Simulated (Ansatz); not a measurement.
# C₄H₂F₄: basis-set convergence

An exercise on one series of results from a longer session: the logs are not shown, and one member is left open.

The runs use Ansatz 0.2.0, Gaussian basis; one geometry, several basis sets.

Levels to be run: PBE0-D4/def2-SVP; ωB97M-V/def2-SVP; PBE0-D4/def2-QZVPP; ωB97M-V/def2-QZVPP; the functionals' def2-TZVPP values are taken from earlier runs.

**Structure used throughout**

The geometry comes from an earlier relaxation with PBE0-D4 in a triple-zeta def2 set; it is a stationary point, not always the lowest conformer.

SMILES `FC(F)=CC=C(F)F`, 10 atoms, charge 0, spin multiplicity 1.

Atoms are counted from 1 here; the program's logs count them from 0.

Bond lengths: F1–C2 1.312 Å, C2–F3 1.314 Å, C2–C4 1.324 Å, C4–C5 1.443 Å, C4–H9 1.081 Å, C5–C6 1.324 Å, C5–H10 1.081 Å, C6–F7 1.314 Å, C6–F8 1.312 Å. Angles: F1–C2–F3 110.3°, F1–C2–C4 124.6°, F3–C2–C4 125.1°, C2–C4–C5 123.1°, C2–C4–H9 116.7°, C5–C4–H9 120.2°, C4–C5–C6 123.1°, C4–C5–H10 120.2°, C6–C5–H10 116.7°, C5–C6–F7 125.1°, C5–C6–F8 124.6°, F7–C6–F8 110.3°.

Set-up of the first run:

in.yaml reads:

```yaml
crystal:
  periodic: [false, false, false]
  atoms:
    - {symbol: F, position_ang: [-1.715516, 1.506870, 1.909841]}
    - {symbol: C, position_ang: [-0.657343, 0.890497, 1.439337]}
    - {symbol: F, position_ang: [0.313110, 0.910509, 2.325258]}
    - {symbol: C, position_ang: [-0.582903, 0.329964, 0.242112]}
    - {symbol: C, position_ang: [0.599491, -0.340115, -0.241541]}
    - {symbol: C, position_ang: [0.673961, -0.900717, -1.438731]}
    - {symbol: F, position_ang: [-0.296441, -0.920759, -2.324707]}
    - {symbol: F, position_ang: [1.732162, -1.517109, -1.909152]}
    - {symbol: H, position_ang: [-1.465062, 0.393146, -0.380097]}
    - {symbol: H, position_ang: [1.481642, -0.403286, 0.380680]}
basis:
  gaussian: {orbitals: def2-SVP}
hamiltonian: {xc: pbe0, dispersion: d4}
output: {orbitals: {seedname: orbitals}}
```

Command:

```sh
$ ansatz run in.yaml --threads 4 --pin off --events-out ev --progress --plain --max-ram 11315MiB
```

Steps of the session up to this table: PBE0-D4 in def2-SVP; ωB97M-V in def2-SVP; PBE0-D4 in def2-QZVPP; ωB97M-V in def2-QZVPP.

One table of the session follows, with a row left open; its other results are not shown here.

It belongs to the step «Functionals by basis». 

| functional | basis | HOMO (eV) | LUMO (eV) |
| --- | --- | --- | --- |
| PBE0-D4 | def2-SVP | -6.61 | -0.42 |
| PBE0-D4 | def2-TZVPP | -6.70 | -0.52 |
| PBE0-D4 | def2-QZVPP | -6.74 | -0.58 |
| ωB97M-V | def2-SVP | ? | ? |
| ωB97M-V | def2-TZVPP | -8.80 | 1.63 |
| ωB97M-V | def2-QZVPP | -8.84 | 1.56 |

Q: Estimate the row for ωB97M-V, def2-SVP from the others.

The run gave: HOMO (eV): -8.68; LUMO (eV): 1.77. In the column «HOMO (eV)» it lies between ωB97M-V, def2-TZVPP (-8.80) and PBE0-D4, def2-QZVPP (-6.74).
